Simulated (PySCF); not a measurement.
# CrH₈O₄ (+3): ligand-field states

Wanted: ligand-field states for CrH₈O₄ (+3).

Programs: PySCF 2.14.0, with routines of our own; each step states its level. All values are computed. Atoms count from 0.

## (1) The system as given

13 atoms, charge 3, states of the metal's open shell are computed; geometry from: model geometry, bond lengths from ionic radii.

## (2) Ligand-field states: state-averaged CASSCF

The job: settings as JSON, then the geometry in Å.

```
{"job": {"kind": "lf", "basis": {"metal": "x2c-TZVPall", "ligand": "x2c-SVPall"}, "nevpt": true}, "charge": 3, "metal": "Cr", "open_shell": "d3"}
Cr     0.000000     0.000000     0.000000
O      1.070985     1.070985     1.070985
H      0.854953     1.950969     1.402962
H      1.950969     0.854953     1.402962
O     -1.070985    -1.070985     1.070985
H     -0.854953    -1.950969     1.402962
H     -1.950969    -0.854953     1.402962
O     -1.070985     1.070985    -1.070985
H     -1.950969     0.854953    -1.402962
H     -0.854953     1.950969    -1.402962
O      1.070985    -1.070985    -1.070985
H      1.950969    -0.854953    -1.402962
H      0.854953    -1.950969    -1.402962
```

With the program's defaults for keys left out, this is: state-averaged CASSCF of the metal d shell, SC-NEVPT2 on the averaged canonical orbitals, state-interaction spin-orbit coupling.

Command:

```console
$ OMP_NUM_THREADS=1 python lf_run.py task.json out
```

The driver reads the jobs from task.json and runs them one after another.

The log of the run:

```text
basis functions 144, electrons 61, active (3e, 5o)
stage 1: DIIS on the effective Fock matrix, level shift 0.30
cycle   1  E = -1348.0965459288  dE = -1.348e+03  max|g| = 2.589e+00
cycle   2  E = -1348.8199799644  dE = -7.234e-01  max|g| = 2.121e+00
cycle   3  E = -1348.7010600818  dE =  1.189e-01  max|g| = 3.061e+00
cycle   4  E = -1352.3302471011  dE = -3.629e+00  max|g| = 3.698e-01
cycle   5  E = -1352.4515951180  dE = -1.213e-01  max|g| = 1.201e-01
cycle   6  E = -1352.4673363213  dE = -1.574e-02  max|g| = 5.218e-02
cycle   7  E = -1352.4692944351  dE = -1.958e-03  max|g| = 2.593e-02
cycle   8  E = -1352.4698153127  dE = -5.209e-04  max|g| = 8.333e-03
cycle   9  E = -1352.4699073994  dE = -9.209e-05  max|g| = 4.436e-03
cycle  10  E = -1352.4699220845  dE = -1.469e-05  max|g| = 2.197e-03
cycle  11  E = -1352.4699249659  dE = -2.881e-06  max|g| = 1.025e-03
...
cycle  32  E = -1352.4699260879  dE =  1.696e-10  max|g| = 3.117e-05
cycle  33  E = -1352.4699260877  dE =  2.201e-10  max|g| = 3.810e-05
cycle  34  E = -1352.4699260874  dE =  3.208e-10  max|g| = 4.286e-05
cycle  35  E = -1352.4699260873  dE =  5.048e-11  max|g| = 4.260e-05
cycle  36  E = -1352.4699260869  dE =  3.970e-10  max|g| = 4.806e-05
cycle  37  E = -1352.4699260864  dE =  4.591e-10  max|g| = 5.227e-05
cycle  38  E = -1352.4699260858  dE =  6.146e-10  max|g| = 5.827e-05
cycle  39  E = -1352.4699260851  dE =  6.946e-10  max|g| = 6.548e-05
cycle  40  E = -1352.4699260842  dE =  9.234e-10  max|g| = 6.924e-05
stage 2: quasi-Newton rotations from the point of smallest gradient
cycle  42  E = -1352.4699260888  dE = -5.336e-10  max|g| = 5.647e-06
converged average energy = -1352.4699260888

 mult deg   label        CASSCF/cm-1   NEVPT2/cm-1
   4   2   4E                  0.0           0.0
   4   1   4A2              1488.2        2072.3
   4   1   4B2              4533.6        4535.4
   2   1   2A1              9078.4        5662.9
   4   2   4E               9365.1       10749.0
   2   1   2B1             13282.1       11462.2
   2   2   2E              15321.9       12498.4
   2   2   2E              17441.7       15871.6
   2   1   2A2             18078.4       17067.4
   2   1   2B2             19593.7       18230.2
   4   1   4B1             16320.9       18503.6
   2   2   2E              21813.8       19576.3
   4   2   4E              21470.2       19609.4
   2   1   2A1             21278.3       19915.2
   2   1   2A2             23439.8       21372.0
   4   1   4A2             23512.8       21890.4
   2   1   2A2             25544.6       24204.8
   2   1   2B2             26883.9       25649.4
   2   1   2B1             27654.7       25714.9
   2   2   2E              27392.4       26489.3
   2   2   2E              29352.5       29015.5
   2   2   2E              31689.3       30228.6
   2   1   2B2             32311.0       30248.5
   2   1   2A1             30874.4       30976.3
   2   1   2A2             33663.8       33638.8
   2   2   2E              34175.4       33715.6
   2   1   2B1             34368.7       33744.6
   2   1   2A1             34976.4       34283.0
   2   1   2B2             40862.8       36243.9
   2   2   2E              42498.1       38609.2
   2   1   2B1             43029.1       39184.9
   2   2   2E              43064.1       39510.3
   2   1   2A2             43641.1       40241.2
   2   1   2B1             62536.3       54545.5
   2   1   2B2             64001.0       56884.5
   2   1   2A1             65137.2       57701.2
   2   2   2E              65102.6       58112.6

spin-orbit levels / cm-1
      0.00  x2  4E 1.00
     88.07  x2  4E 0.99
    168.23  x2  4E 0.99
    265.69  x2  4E 0.99
   2227.51  x2  4A2 0.98
   2232.35  x2  4A2 0.99
   4686.59  x2  4B2 1.00
   4705.16  x2  4B2 1.00
   5828.49  x2  2A1 0.99
  10819.31  x2  4E 1.00
  10846.69  x2  4E 0.98
  10893.28  x2  4E 0.98
  10983.32  x2  4E 1.00
  11609.93  x2  2B1 0.99
  12629.20  x2  2E 0.98
  12754.63  x2  2E 0.97
  15992.25  x2  2E 1.00
  16048.62  x2  2E 0.99
  17224.59  x2  2A2 0.98
  18306.89  x2  2B2 0.79 4B1 0.21
  18655.85  x2  4B1 0.99
  18756.07  x2  4B1 0.79 2B2 0.20
  19420.38  x2  2E 0.56 4E 0.37 2A1 0.05
  19532.01  x2  2E 0.50 4E 0.48
  19608.92  x2  4E 0.96
  19861.93  x2  4E 1.00
  19864.34  x2  4E 0.57 2E 0.22 2A1 0.19
  20039.35  x2  4E 0.51 2E 0.48
  20174.88  x2  2A1 0.75 2E 0.20 4E 0.05
  21599.62  x2  2A2 0.96 4E 0.03
```

Run time: 11 s. Hardware: 1 thread of AMD EPYC 7R43, shared host; peak memory 0.3 GiB.

Key values:

| quantity | value |
| --- | --- |
| spin-orbit constant ζ | 247 cm⁻¹ |

Powder susceptibility:

| T (K) | χT (cm³ K/mol) | μ(eff) |
| --- | --- | --- |
| 2 | 0.551 | 2.10 |
| 5 | 0.581 | 2.15 |
| 10 | 0.629 | 2.24 |
| 20 | 0.725 | 2.41 |
| 30 | 0.815 | 2.55 |
| 50 | 0.965 | 2.78 |
| 75 | 1.109 | 2.98 |
| 100 | 1.222 | 3.13 |
| 150 | 1.387 | 3.33 |
| 200 | 1.496 | 3.46 |
| 250 | 1.574 | 3.55 |
| 300 | 1.634 | 3.62 |

## (3) Ligand-field states: state-averaged CASSCF (bond length × 0.92)

The job: settings as JSON, then the geometry in Å.

```
{"job": {"kind": "lf", "basis": {"metal": "x2c-TZVPall", "ligand": "x2c-SVPall"}, "nevpt": true, "reuse": true}, "charge": 3, "metal": "Cr", "open_shell": "d3"}
Cr     0.000000     0.000000     0.000000
O      0.985306     0.985306     0.985306
H      0.769274     1.865290     1.317283
H      1.865290     0.769274     1.317283
O     -0.985306    -0.985306     0.985306
H     -0.769274    -1.865290     1.317283
H     -1.865290    -0.769274     1.317283
O     -0.985306     0.985306    -0.985306
H     -1.865290     0.769274    -1.317283
H     -0.769274     1.865290    -1.317283
O      0.985306    -0.985306    -0.985306
H      1.865290    -0.769274    -1.317283
H      0.769274    -1.865290    -1.317283
```

Method: state-averaged CASSCF of the metal d shell, SC-NEVPT2 on the averaged canonical orbitals, state-interaction spin-orbit coupling.

The log of the run:

```text
basis functions 144, electrons 61, active (3e, 5o)
start from the orbitals of the previous structure
stage 1: DIIS on the effective Fock matrix, level shift 0.30
cycle   1  E = -1348.5629966128  dE = -1.349e+03  max|g| = 5.492e+00
cycle   2  E = -1352.1026776202  dE = -3.540e+00  max|g| = 5.658e-01
cycle   3  E = -1352.2626836911  dE = -1.600e-01  max|g| = 2.645e-01
cycle   4  E = -1352.3439774143  dE = -8.129e-02  max|g| = 3.066e-02
cycle   5  E = -1352.3460764461  dE = -2.099e-03  max|g| = 1.469e-02
cycle   6  E = -1352.3464379402  dE = -3.615e-04  max|g| = 6.977e-03
cycle   7  E = -1352.3464980810  dE = -6.014e-05  max|g| = 3.422e-03
cycle   8  E = -1352.3465103400  dE = -1.226e-05  max|g| = 1.664e-03
cycle   9  E = -1352.3465122227  dE = -1.883e-06  max|g| = 8.346e-04
cycle  10  E = -1352.3465126174  dE = -3.947e-07  max|g| = 3.860e-04
cycle  11  E = -1352.3465127401  dE = -1.228e-07  max|g| = 1.658e-04
cycle  12  E = -1352.3465127588  dE = -1.863e-08  max|g| = 7.071e-05
cycle  13  E = -1352.3465127607  dE = -1.942e-09  max|g| = 3.070e-05
cycle  14  E = -1352.3465127611  dE = -3.979e-10  max|g| = 1.311e-05
cycle  15  E = -1352.3465127612  dE = -9.504e-11  max|g| = 5.490e-06
converged average energy = -1352.3465127612

 mult deg   label        CASSCF/cm-1   NEVPT2/cm-1
   4   2   4E                  0.0           0.0
   2   1   2A1              3719.6          18.9
   4   1   4A2              2443.5        3294.2
   4   1   4B2              6553.6        6248.1
   2   1   2B1             10588.7        9073.9
   2   2   2E              12828.7        9270.4
   4   2   4E              13654.4       14852.0
   2   2   2E              16643.9       15012.4
   2   1   2A2             18162.7       17448.6
   2   1   2B2             20329.3       18428.0
   2   2   2E              21311.9       18860.8
   2   1   2A1             22320.4       20541.0
   2   1   2A2             23967.3       21927.7
   4   2   4E              24544.0       23427.8
   2   1   2A2             27017.4       25090.5
   4   1   4A2             26967.4       25663.0
   4   1   4B1             24085.9       26481.4
   2   1   2B1             29168.9       26881.8
   2   1   2B2             28710.8       27133.3
   2   2   2E              30006.8       28903.5
   2   1   2B2             34778.8       32071.3
   2   2   2E              33385.6       32543.0
   2   2   2E              34821.9       33530.1
   2   1   2A1             35534.1       36272.7
   2   1   2A2             38540.1       38290.7
   2   1   2B2             42260.3       38636.3
   2   2   2E              39760.2       39435.5
   2   1   2B1             40869.2       40180.4
   2   2   2E              44159.5       40597.2
   2   1   2B1             44671.0       41078.9
   2   1   2A1             41842.3       41287.0
   2   2   2E              46440.1       43739.2
   2   1   2A2             46965.7       44325.0
   2   1   2B1             63356.3       55395.7
   2   1   2A1             66929.5       59575.7
   2   1   2B2             66716.3       60094.9
   2   2   2E              68021.6       61587.4

spin-orbit levels / cm-1
      0.00  x2  2A1 0.58 4E 0.41
     43.88  x2  4E 1.00
    121.53  x2  4E 1.00
    219.54  x2  4E 0.97 2A1 0.03
    408.80  x2  4E 0.62 2A1 0.38
   3466.41  x2  4A2 1.00
   3488.16  x2  4A2 0.99
   6407.42  x2  4B2 0.99
   6426.07  x2  4B2 1.00
   9226.35  x2  2B1 0.92 2E 0.08
   9375.75  x2  2E 0.99
   9528.27  x2  2E 0.92 2B1 0.08
  14967.62  x2  4E 0.99
  15013.83  x2  4E 0.97
  15041.28  x2  4E 0.98
  15064.82  x2  4E 0.99
  15170.77  x2  2E 0.97
  15205.15  x2  2E 0.97
  17615.94  x2  2A2 0.99
  18598.78  x2  2B2 0.96 2E 0.04
  18991.30  x2  2E 0.98
  19048.31  x2  2E 0.96 2B2 0.04
  20736.29  x2  2A1 0.99
  22041.23  x2  2A2 0.96 4E 0.04
  23557.44  x2  4E 0.99
  23620.88  x2  4E 0.96 2A2 0.03
  23625.65  x2  4E 0.99
  23660.96  x2  4E 1.00
  25264.80  x2  2A2 1.00
  25832.63  x2  4A2 0.99
```

It took 5.8 s on 1 thread of AMD EPYC 7R43, shared host; peak memory 0.3 GiB.

In short:

| quantity | value |
| --- | --- |
| spin-orbit constant ζ | 231 cm⁻¹ |

Powder susceptibility:

| T (K) | χT (cm³ K/mol) | μ(eff) |
| --- | --- | --- |
| 2 | 0.523 | 2.05 |
| 20 | 0.609 | 2.21 |
| 100 | 1.054 | 2.90 |
| 300 | 1.409 | 3.36 |

## (4) Ligand-field states: state-averaged CASSCF (bond length × 0.96)

The job: settings as JSON, then the geometry in Å.

```
{"job": {"kind": "lf", "basis": {"metal": "x2c-TZVPall", "ligand": "x2c-SVPall"}, "nevpt": true, "reuse": true}, "charge": 3, "metal": "Cr", "open_shell": "d3"}
Cr     0.000000     0.000000     0.000000
O      1.028145     1.028145     1.028146
H      0.812114     1.908129     1.360122
H      1.908129     0.812114     1.360122
O     -1.028145    -1.028145     1.028146
H     -0.812114    -1.908129     1.360122
H     -1.908129    -0.812114     1.360122
O     -1.028145     1.028145    -1.028146
H     -1.908129     0.812114    -1.360122
H     -0.812114     1.908129    -1.360122
O      1.028145    -1.028145    -1.028146
H      1.908129    -0.812114    -1.360122
H      0.812114    -1.908129    -1.360122
```

Method: state-averaged CASSCF of the metal d shell, SC-NEVPT2 on the averaged canonical orbitals, state-interaction spin-orbit coupling.

The log of the run:

```text
basis functions 144, electrons 61, active (3e, 5o)
start from the orbitals of the previous structure
stage 1: DIIS on the effective Fock matrix, level shift 0.30
cycle   1  E = -1351.2433311732  dE = -1.351e+03  max|g| = 3.320e+00
cycle   2  E = -1352.3790967351  dE = -1.136e+00  max|g| = 3.098e-01
cycle   3  E = -1352.4205064408  dE = -4.141e-02  max|g| = 5.941e-02
cycle   4  E = -1352.4225122942  dE = -2.006e-03  max|g| = 4.085e-02
cycle   5  E = -1352.4240007449  dE = -1.488e-03  max|g| = 2.280e-02
cycle   6  E = -1352.4243609187  dE = -3.602e-04  max|g| = 5.698e-03
cycle   7  E = -1352.4243765986  dE = -1.568e-05  max|g| = 4.688e-03
cycle   8  E = -1352.4243909780  dE = -1.438e-05  max|g| = 3.258e-03
cycle   9  E = -1352.4243957431  dE = -4.765e-06  max|g| = 1.695e-03
cycle  10  E = -1352.4243968651  dE = -1.122e-06  max|g| = 8.683e-04
...
cycle  32  E = -1352.4243973894  dE = -9.663e-11  max|g| = 2.435e-05
cycle  33  E = -1352.4243973895  dE = -6.708e-11  max|g| = 2.145e-05
cycle  34  E = -1352.4243973895  dE = -4.502e-11  max|g| = 1.932e-05
cycle  35  E = -1352.4243973895  dE = -3.706e-11  max|g| = 1.731e-05
cycle  36  E = -1352.4243973896  dE = -2.819e-11  max|g| = 1.551e-05
cycle  37  E = -1352.4243973896  dE = -2.615e-11  max|g| = 1.395e-05
cycle  38  E = -1352.4243973896  dE = -1.683e-11  max|g| = 1.296e-05
cycle  39  E = -1352.4243973896  dE = -1.410e-11  max|g| = 1.194e-05
cycle  40  E = -1352.4243973896  dE = -9.777e-12  max|g| = 1.098e-05
stage 2: quasi-Newton rotations from the point of smallest gradient
cycle  42  E = -1352.4243973897  dE = -4.843e-11  max|g| = 3.081e-06
converged average energy = -1352.4243973897

 mult deg   label        CASSCF/cm-1   NEVPT2/cm-1
   4   2   4E                  0.0           0.0
   4   1   4A2              1898.2        2596.8
   2   1   2A1              6681.3        3116.5
   4   1   4B2              5439.8        5323.3
   2   1   2B1             12049.0       10344.5
   2   2   2E              14253.5       11098.6
   4   2   4E              11317.1       12672.4
   2   2   2E              17098.8       15493.4
   2   1   2A2             18102.0       17217.4
   2   1   2B2             19971.8       18415.4
   2   2   2E              21603.7       19276.2
   2   1   2A1             21794.1       20254.6
   4   2   4E              22766.0       21202.0
   2   1   2A2             23662.8       21599.8
   4   1   4B1             19784.1       22095.5
   4   1   4A2             25039.2       23568.5
   2   1   2A2             26210.5       24638.0
   2   1   2B1             28365.8       26279.6
   2   1   2B2             27719.8       26427.6
   2   2   2E              28570.0       27609.7
   2   2   2E              31167.8       30762.9
   2   1   2B2             33593.8       31226.9
   2   2   2E              33135.2       31626.3
   2   1   2A1             32922.9       33313.9
   2   1   2A2             35917.7       35851.8
   2   2   2E              36682.3       36335.4
   2   1   2B1             37276.0       36705.2
   2   1   2B2             41285.3       37008.1
   2   1   2A1             38021.5       37452.7
   2   2   2E              43234.5       39439.2
   2   1   2B1             43756.4       40017.2
   2   2   2E              44411.7       41264.2
   2   1   2A2             45006.8       41922.3
   2   1   2B1             62851.3       54849.7
   2   1   2B2             65100.4       58224.6
   2   1   2A1             65907.4       58500.5
   2   2   2E              66289.6       59537.8

spin-orbit levels / cm-1
      0.00  x2  4E 1.00
     84.36  x2  4E 1.00
    158.68  x2  4E 0.99
    245.10  x2  4E 0.99
   2651.15  x2  4A2 0.85 2A1 0.14
   2742.60  x2  4A2 1.00
   3360.80  x2  2A1 0.86 4A2 0.14
   5460.10  x2  4B2 1.00
   5477.36  x2  4B2 1.00
  10479.51  x2  2B1 0.99
  11145.46  x2  2E 0.98
  11283.91  x2  2E 0.96
  12746.18  x2  4E 1.00
  12831.23  x2  4E 0.97
  12866.57  x2  4E 0.98
  12880.32  x2  4E 0.99
  15611.04  x2  2E 1.00
  15657.79  x2  2E 0.99
  17358.59  x2  2A2 0.99
  18560.67  x2  2B2 0.98
  19319.60  x2  2E 0.95 2A1 0.03
  19424.39  x2  2E 0.97
  20434.72  x2  2A1 0.97 2E 0.03
  21097.50  x2  4E 0.79 2A2 0.21
  21318.66  x2  4E 0.97
  21392.84  x2  4E 0.98
  21424.67  x2  4E 1.00
  21926.90  x2  2A2 0.78 4E 0.21
  22245.62  x2  4B1 0.99
  22257.73  x2  4B1 0.99
```

It took 9.2 s on 1 thread of AMD EPYC 7R43, shared host; peak memory 0.3 GiB.

Key values:

| quantity | value |
| --- | --- |
| spin-orbit constant ζ | 240 cm⁻¹ |

Powder susceptibility:

| T (K) | χT (cm³ K/mol) | μ(eff) |
| --- | --- | --- |
| 2 | 0.584 | 2.16 |
| 20 | 0.774 | 2.49 |
| 100 | 1.292 | 3.21 |
| 300 | 1.673 | 3.66 |

(Part 1 of 2 ends here.)
